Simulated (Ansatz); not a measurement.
# Zn23SnS24 (Wurtzite-4H): the cost of one run

Program: Ansatz 0.2.0. Level of theory: DFT, PBE, plane-wave PAW, default files, scalar-relativistic, as far as a step names no other. These are calculated values, not measurements.

### 1 The starting structure

Symmetry: P1, No. 1, triclinic system. The conventional cell has a = 7.645 Å, b = 10.114 Å, c = 12.520 Å, α = 90.00°, β = 90.00°, γ = 100.89°. Around Zn (site symmetry 1) lie 4 S at 2.34 to 2.35 Å. Only part of the 48 independent sites is listed.

Coordinates:

```
Zn Sn S
1.0
     7.64540    0.00000    0.00000
    -5.73405    9.93167    0.00000
     0.00000    0.00000   12.52000
Zn Sn S
23 1 24
Direct
  0.00000 0.00000 0.00000
  0.00000 0.33333 0.00000
  0.00000 0.66667 0.00000
  0.50000 0.00000 0.00000
  0.50000 0.33333 0.00000
  0.50000 0.66667 0.00000
  0.00000 0.00000 0.50000
  0.00000 0.33333 0.50000
  0.00000 0.66667 0.50000
  0.50000 0.00000 0.50000
  0.50000 0.33333 0.50000
  0.50000 0.66667 0.50000
  0.16667 0.55556 0.25000
  0.16667 0.88889 0.25000
  0.66667 0.22222 0.25000
  0.66667 0.55556 0.25000
  0.66667 0.88889 0.25000
  0.33333 0.11111 0.75000
  0.33333 0.44444 0.75000
  0.33333 0.77778 0.75000
  0.83333 0.11111 0.75000
  0.83333 0.44444 0.75000
  0.83333 0.77778 0.75000
  0.16667 0.22222 0.25000
  0.00000 0.00000 0.18750
  0.00000 0.33333 0.18750
  0.00000 0.66667 0.18750
  0.50000 0.00000 0.18750
  0.50000 0.33333 0.18750
  0.50000 0.66667 0.18750
  0.00000 0.00000 0.68750
  0.00000 0.33333 0.68750
  0.00000 0.66667 0.68750
  0.50000 0.00000 0.68750
  0.50000 0.33333 0.68750
  0.50000 0.66667 0.68750
  0.16667 0.22222 0.43750
  0.16667 0.55556 0.43750
  0.16667 0.88889 0.43750
  0.66667 0.22222 0.43750
  0.66667 0.55556 0.43750
  0.66667 0.88889 0.43750
  0.33333 0.11111 0.93750
  0.33333 0.44444 0.93750
  0.33333 0.77778 0.93750
  0.83333 0.11111 0.93750
  0.83333 0.44444 0.93750
  0.83333 0.77778 0.93750
```

Atom 13 of the input is the impurity.

### 2 First run, atoms as given

input.yaml reads:

```yaml
crystal:
  lattice:
    - [7.6454, 0.0, 0.0]
    - [-5.73405, 9.931665933, 0.0]
    - [0.0, 0.0, 12.52]
  atoms:
    - { symbol: Zn, position: [0.0, 0.0, 0.0] }
    - { symbol: Zn, position: [0.0, 0.3333333333, 0.0] }
    - { symbol: Zn, position: [0.0, 0.6666666667, 0.0] }
    - { symbol: Zn, position: [0.5, 0.0, 0.0] }
    - { symbol: Zn, position: [0.5, 0.3333333333, 0.0] }
    - { symbol: Zn, position: [0.5, 0.6666666667, 0.0] }
    - { symbol: Zn, position: [0.0, 0.0, 0.5] }
    - { symbol: Zn, position: [0.0, 0.3333333333, 0.5] }
    - { symbol: Zn, position: [0.0, 0.6666666667, 0.5] }
    - { symbol: Zn, position: [0.5, 0.0, 0.5] }
    - { symbol: Zn, position: [0.5, 0.3333333333, 0.5] }
    - { symbol: Zn, position: [0.5, 0.6666666667, 0.5] }
    - { symbol: Sn, position: [0.1666666666, 0.2222222222, 0.25] }
    - { symbol: Zn, position: [0.1666666666, 0.5555555556, 0.25] }
    - { symbol: Zn, position: [0.1666666666, 0.8888888889, 0.25] }
    - { symbol: Zn, position: [0.6666666666, 0.2222222222, 0.25] }
    - { symbol: Zn, position: [0.6666666666, 0.5555555556, 0.25] }
    - { symbol: Zn, position: [0.6666666666, 0.8888888889, 0.25] }
    - { symbol: Zn, position: [0.3333333334, 0.1111111111, 0.75] }
    - { symbol: Zn, position: [0.3333333334, 0.4444444444, 0.75] }
    - { symbol: Zn, position: [0.3333333334, 0.7777777778, 0.75] }
    - { symbol: Zn, position: [0.8333333334, 0.1111111111, 0.75] }
    - { symbol: Zn, position: [0.8333333334, 0.4444444444, 0.75] }
    - { symbol: Zn, position: [0.8333333334, 0.7777777778, 0.75] }
    - { symbol: S, position: [0.0, 0.0, 0.1875] }
    - { symbol: S, position: [0.0, 0.3333333333, 0.1875] }
    - { symbol: S, position: [0.0, 0.6666666667, 0.1875] }
    - { symbol: S, position: [0.5, 0.0, 0.1875] }
    - { symbol: S, position: [0.5, 0.3333333333, 0.1875] }
    - { symbol: S, position: [0.5, 0.6666666667, 0.1875] }
    - { symbol: S, position: [0.0, 0.0, 0.6875] }
    - { symbol: S, position: [0.0, 0.3333333333, 0.6875] }
    - { symbol: S, position: [0.0, 0.6666666667, 0.6875] }
    - { symbol: S, position: [0.5, 0.0, 0.6875] }
    - { symbol: S, position: [0.5, 0.3333333333, 0.6875] }
    - { symbol: S, position: [0.5, 0.6666666667, 0.6875] }
    - { symbol: S, position: [0.1666666666, 0.2222222222, 0.4375] }
    - { symbol: S, position: [0.1666666666, 0.5555555556, 0.4375] }
    - { symbol: S, position: [0.1666666666, 0.8888888889, 0.4375] }
    - { symbol: S, position: [0.6666666666, 0.2222222222, 0.4375] }
    - { symbol: S, position: [0.6666666666, 0.5555555556, 0.4375] }
    - { symbol: S, position: [0.6666666666, 0.8888888889, 0.4375] }
    - { symbol: S, position: [0.3333333334, 0.1111111111, 0.9375] }
    - { symbol: S, position: [0.3333333334, 0.4444444444, 0.9375] }
    - { symbol: S, position: [0.3333333334, 0.7777777778, 0.9375] }
    - { symbol: S, position: [0.8333333334, 0.1111111111, 0.9375] }
    - { symbol: S, position: [0.8333333334, 0.4444444444, 0.9375] }
    - { symbol: S, position: [0.8333333334, 0.7777777778, 0.9375] }
kpoints:
  mp_grid: { grid: [3, 2, 2] }
scf:
  occupations: { method: fermi_dirac, width: 0.01 }
hamiltonian:
  xc: pbe
  pseudopotentials: { kind: paw }
output:
  forces: true
  stress: true
  populations: true
  efg:
    quadrupole_moments_barn: { Zn: 0.122, Sn: -0.132, S: -0.0694 }
    contact_densities: true
```

Launch:

```
$ ansatz run input.yaml --threads 4 --pin off --max-ram 8192MiB --backend cpu --events-out ev --progress --plain --runs-dir out
```

**Question.** How long does this run take on 4 threads of Arm Neoverse V1, shared host, and how much memory does it need?

About 2.6 min, with a peak of 5 GiB.
